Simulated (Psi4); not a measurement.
**r2SCAN/6-31G(d) (spherical functions) run of CHF3O3S (triflic acid)**

What is the energy change on altering one bond length of CHF3O3S (triflic acid) at r2SCAN/6-31G* (spherical functions)? 

Program for the calculation: Psi4 1.11.

### 1 Starting point

CHF3O3S has 9 atoms, charge 0, and is taken as a singlet. As SMILES, `O=S(=O)(O)C(F)(F)F`. Geometry: relaxed at PBE0-D4/def2-TZVP. This is one conformer, not always the lowest.

Bond lengths: O1–S2 1.422 Å, S2–O3 1.414 Å, S2–O4 1.577 Å, S2–C5 1.848 Å, C5–F6 1.327 Å, C5–F7 1.320 Å, C5–F8 1.319 Å, O4–H9 0.968 Å. Some angles: O1–S2–O3 123.8°, O1–S2–O4 109.3°, O1–S2–C5 106.8°, O3–S2–O4 107.4°, O3–S2–C5 107.2°, O4–S2–C5 99.5°, S2–C5–F6 109.4°, S2–C5–F7 108.8°, S2–C5–F8 110.4°, F6–C5–F7 109.4°.

### 2 Energy and gradient at r2SCAN/6-31G(d) (spherical functions)

Input file chf3o3s.xyz:

```xyz
9
CHF3O3S
O      1.462890    -0.581870     0.985740
S      0.298500    -0.778940     0.194370
O      0.144480    -1.837650    -0.729970
O     -0.972740    -0.777950     1.128120
C      0.003130     0.796730    -0.725230
F     -0.076560     1.801740     0.138180
F      1.014380     1.004120    -1.547510
F     -1.120920     0.723830    -1.412290
H     -0.753170    -0.350000     1.968590
```

Input file run_ase.py:

```python
import numpy as np
from ase.calculators.psi4 import Psi4
from ase.io import read

mol = read('chf3o3s.xyz')
calc = Psi4(atoms=mol, method='r2scan', basis='6-31G*', memory='2200MB', num_threads=1, charge=0, multiplicity=1, label='psi4-calc', reference='rks')
calc.psi4.set_options({'puream': True, 'e_convergence': 1e-09, 'd_convergence': 1e-08, 'scf_type': 'pk', 'dft_radial_points': 99, 'dft_spherical_points': 590})
mol.calc = calc

forces = mol.get_forces()
print(f'energy: {mol.get_potential_energy():.6f} eV')
print('forces / eV A^-1')
print(np.round(forces, 5))
```

The run is started by

```
$ python run_ase.py
```

psi4-calc.dat:

```text
[...]
  Running in c1 symmetry.
[...]
  Nuclear repulsion =  572.265529984232899
[...]
  Multiplicity = 1
[...]
  Nalpha       = 37
  Nbeta        = 37
[...]
    Number of basis functions: 118
[...]
   @RKS iter   1:  -961.35152479469957    7.66769e-01   8.69765e-03 DIIS/ADIIS
[...]
   @RKS iter  14:  -961.72576166603812   -2.27374e-13   1.65951e-09 DIIS
[...]
    Orbital Energies [Eh]
    ---------------------
    Doubly Occupied:
       1A    -88.810607     2A    -24.570970     3A    -24.569215
       4A    -24.568693     5A    -19.064613     6A    -19.007646
       7A    -19.005166     8A    -10.330943     9A     -8.088523
      10A     -6.035591    11A     -6.033046    12A     -6.031940
      13A     -1.316377    14A     -1.226128    15A     -1.225500
      16A     -1.163277    17A     -1.055563    18A     -1.028195
      19A     -0.740557    20A     -0.662240    21A     -0.611168
      22A     -0.588568    23A     -0.586547    24A     -0.518778
      25A     -0.483362    26A     -0.455347    27A     -0.454028
      28A     -0.452340    29A     -0.433111    30A     -0.422360
      31A     -0.420148    32A     -0.394850    33A     -0.373406
      34A     -0.350114    35A     -0.332435    36A     -0.314475
[...]
  @RKS Final Energy:  -961.72576166603812
   => Energetics <=
    Nuclear Repulsion Energy =            572.2655299842328986
    One-Electron Energy =               -2466.9630457960488457
    Two-Electron Energy =                1021.5938813900172590
    DFT Exchange-Correlation Energy =     -88.6221272442393939
    Empirical Dispersion Energy =           0.0000000000000000
    VV10 Nonlocal Energy =                  0.0000000000000000
    Total Energy =                       -961.7257616660381245
[...]
 Multipole Moments:
 ------------------------------------------------------------------------------------
     Multipole            Electronic (a.u.)      Nuclear  (a.u.)        Total (a.u.)
 ------------------------------------------------------------------------------------
 L = 1.  Multiply by 2.5417464519 to convert [e a0] to [Debye]
 Dipole X            :         -0.1858781           -0.3310855           -0.5169636
 Dipole Y            :          4.4489398           -3.6910784            0.7578614
 Dipole Z            :         -3.4157501            4.1242084            0.7084582
 Magnitude           :                                                    1.1591024
[...]
  -Total Gradient:
     Atom            X                  Y                   Z
    ------   -----------------  -----------------  -----------------
       1       -0.037931073536    -0.007157974439    -0.026747212076
       2        0.005404352727    -0.026778254901     0.014052259584
       3        0.006401829091     0.035585973075     0.030789008843
       4        0.027420957434     0.002647944128    -0.011496056492
       5       -0.000246735898     0.005699205804    -0.003571524507
       6        0.000492983455    -0.008263512898    -0.009556428688
       7       -0.010333871645    -0.000863626020     0.007441859921
       8        0.010919228093     0.002215543330     0.006138993140
       9       -0.001523667160    -0.003324081634    -0.007270312874
[...]
```

On the terminal:

```text
energy: -26169.890950 eV
forces / eV A^-1
[[ 1.95049  0.36808  1.3754 ]
 [-0.2779   1.37699 -0.7226 ]
 [-0.3292  -1.8299  -1.58323]
 [-1.41004 -0.13616  0.59115]
 [ 0.01269 -0.29306  0.18366]
 [-0.02535  0.42493  0.49141]
 [ 0.53139  0.04441 -0.38268]
 [-0.56149 -0.11393 -0.31568]
 [ 0.07835  0.17093  0.37385]]
```

Run time: 53 s. Hardware: 1 thread of Intel Xeon 6975P-C (Granite Rapids), shared host; peak memory 0.72 GiB.

### 3 The distorted shape

Input file input.json:

```json
{
 "schema_name": "qcschema_input",
 "schema_version": 1,
 "molecule": {
  "schema_name": "qcschema_molecule",
  "schema_version": 2,
  "symbols": ["O", "S", "O", "O", "C", "F", "F", "F", "H"],
  "geometry": [2.93191575, -1.99286738, 2.38412572, 0.73153755, -2.3652757, 0.88865316, 0.44048193, -4.36594765, -0.85809629, -1.67075789, -2.36340488, 2.65318493, 0.00591484, 1.5056015, -1.37048608, -0.14467743, 3.40479515, 0.26112236, 1.91690039, 1.8975118, -2.92437008, -2.11823181, 1.36784046, -2.66884131, -1.25583072, -1.55469658, 4.24144304],
  "molecular_charge": 0,
  "molecular_multiplicity": 1,
  "fix_symmetry": "c1"
 },
 "driver": "gradient",
 "model": {
  "method": "r2scan",
  "basis": "6-31G*"
 },
 "keywords": {
  "reference": "rks",
  "puream": true,
  "e_convergence": 1e-09,
  "d_convergence": 1e-08,
  "scf_type": "pk",
  "dft_radial_points": 99,
  "dft_spherical_points": 590,
  "scf_properties": ["MULLIKEN_CHARGES", "DIPOLE", "WIBERG_LOWDIN_INDICES"]
 }
}
```

The run is started by

```
$ psi4 --qcschema input.json -n 1 --memory 2200MB
```

stdout, shortened:

```text
[...]
  Running in c1 symmetry.
[...]
  Nuclear repulsion =  532.670547651847414
[...]
  Multiplicity = 1
[...]
  Nalpha       = 37
  Nbeta        = 37
[...]
    Number of basis functions: 118
[...]
   @RKS iter   1:  -961.27389618665200    5.29091e-01   8.84892e-03 DIIS/ADIIS
[...]
   @RKS iter  14:  -961.68191818224761   -1.34150e-11   4.21216e-09 DIIS
[...]
  @RKS Final Energy:  -961.68191818224761
   => Energetics <=
    Nuclear Repulsion Energy =            532.6705476518474143
    One-Electron Energy =               -2388.3891777651156190
    Two-Electron Energy =                 982.5289750689416906
    DFT Exchange-Correlation Energy =     -88.4922631379210003
    Empirical Dispersion Energy =           0.0000000000000000
    VV10 Nonlocal Energy =                  0.0000000000000000
    Total Energy =                       -961.6819181822476139
[...]
 Multipole Moments:
 ------------------------------------------------------------------------------------
     Multipole            Electronic (a.u.)      Nuclear  (a.u.)        Total (a.u.)
 ------------------------------------------------------------------------------------
[...]
  -Total Gradient:
     Atom            X                  Y                   Z
    ------   -----------------  -----------------  -----------------
       1       -0.043434039746    -0.006304807155    -0.032709873590
       2        0.014860170603    -0.084135202534     0.047125243392
       3        0.008158058587     0.042925965879     0.034315776208
       4        0.031310427211     0.005571302584    -0.015112696611
       5       -0.006171022605     0.030990810582    -0.020228553753
       6       -0.001020006564     0.002495606668    -0.007668221186
       7       -0.006190869512     0.005024949613     0.000621920525
       8        0.005067276137     0.007411733907     0.000207334523
       9       -0.002013713162    -0.004157813648    -0.006821495226
[...]
```

The result, in JSON:

```text
{
 "driver": "gradient",
 "model": {
  "method": "r2scan",
  "basis": "6-31G*"
 },
 "success": true,
 "return_result": [-0.04343403974583149, -0.006304807155228159, -0.03270987358994232, 0.01486017060309422, -0.08413520253427023, 0.04712524339208944, 0.008158058586926059, 0.0429259658790066, 0.03431577620795734, 0.031310427210990865, 0.005571302583705279, -0.015112696611163379, -0.00617102260472973, 0.03099081058202846, -0.020228553752519196, -0.0010200065641899, 0.0024956066679601707, -0.007668221186024005, -0.00619086951249026, 0.005024949612705373, 0.0006219205250629911, 0.005067276136796195, 0.007411733906925861, 0.00020733452309124045, -0.002013713161615756, -0.0041578136479191175, -0.00682149522579506],
 "properties": {
  "calcinfo_nbasis": 118,
  "calcinfo_nmo": 118,
  "calcinfo_nalpha": 37,
  "calcinfo_nbeta": 37,
  "calcinfo_natom": 9,
  "nuclear_repulsion_energy": 532.6705476518474,
  "return_energy": -961.6819181822476,
  "return_gradient": [-0.04343403974583149, -0.006304807155228159, -0.03270987358994232, 0.01486017060309422, -0.08413520253427023, 0.04712524339208944, 0.008158058586926059, 0.0429259658790066, 0.03431577620795734, 0.031310427210990865, 0.005571302583705279, -0.015112696611163379, -0.00617102260472973, 0.03099081058202846, -0.020228553752519196, -0.0010200065641899, 0.0024956066679601707, -0.007668221186024005, -0.00619086951249026, 0.005024949612705373, 0.0006219205250629911, 0.005067276136796195, 0.007411733906925861, 0.00020733452309124045, -0.002013713161615756, -0.0041578136479191175, -0.00682149522579506],
  "scf_one_electron_energy": -2388.3891777651156,
  "scf_two_electron_energy": 982.5289750689417,
  "scf_xc_energy": -88.492263137921,
  "scf_dipole_moment": [-0.49543936800249266, 0.7086794151127087, 0.7305096188951361],
  "scf_total_energy": -961.6819181822476,
  "scf_total_gradient": [-0.04343403974583149, -0.006304807155228159, -0.03270987358994232, 0.01486017060309422, -0.08413520253427023, 0.04712524339208944, 0.008158058586926059, 0.0429259658790066, 0.03431577620795734, 0.031310427210990865, 0.005571302583705279, -0.015112696611163379, -0.00617102260472973, 0.03099081058202846, -0.020228553752519196, -0.0010200065641899, 0.0024956066679601707, -0.007668221186024005, -0.00619086951249026, 0.005024949612705373, 0.0006219205250629911, 0.005067276136796195, 0.007411733906925861, 0.00020733452309124045, -0.002013713161615756, -0.0041578136479191175, -0.00682149522579506],
  "scf_iterations": 14
 }
}
```

Run time: 49 s. Hardware: 1 thread of Intel Xeon 6975P-C (Granite Rapids), shared host; peak memory 0.7 GiB.

### 4 Outcome

At r2SCAN/6-31G* (spherical functions):

| quantity | value |
| --- | --- |
| first shape: total energy | -961.72576 Eh |
| first shape: dipole moment | 2.95 D |
| first shape: HOMO energy | -8.45 eV |
| first shape: LUMO energy | 0.26 eV |
| first shape: HOMO–LUMO gap | 8.71 eV |
| first shape: largest force on an atom | 2.442 eV/Å |
| distorted shape: total energy | -961.68192 Eh |
| distorted shape: dipole moment | 2.88 D |
| distorted shape: HOMO energy | -7.34 eV |
| distorted shape: LUMO energy | -3.06 eV |
| distorted shape: HOMO–LUMO gap | 4.28 eV |
| distorted shape: largest force on an atom | 5.017 eV/Å |
| energy change with the S2–C5 bond stretched from 1.848 to 2.403 Å | 1.193 eV |

With the S2–C5 bond stretched from 1.848 to 2.403 Å the energy rises by 1.19 eV (28 kcal/mol). The first shape isn't relaxed at this level, so the change isn't measured from a minimum. The largest force (first shape) is 2.44 eV/Å: the shape isn't a stationary point for this species at this level. Mulliken charges (distorted shape) run from -0.63 on O4 to +1.13 on S2.
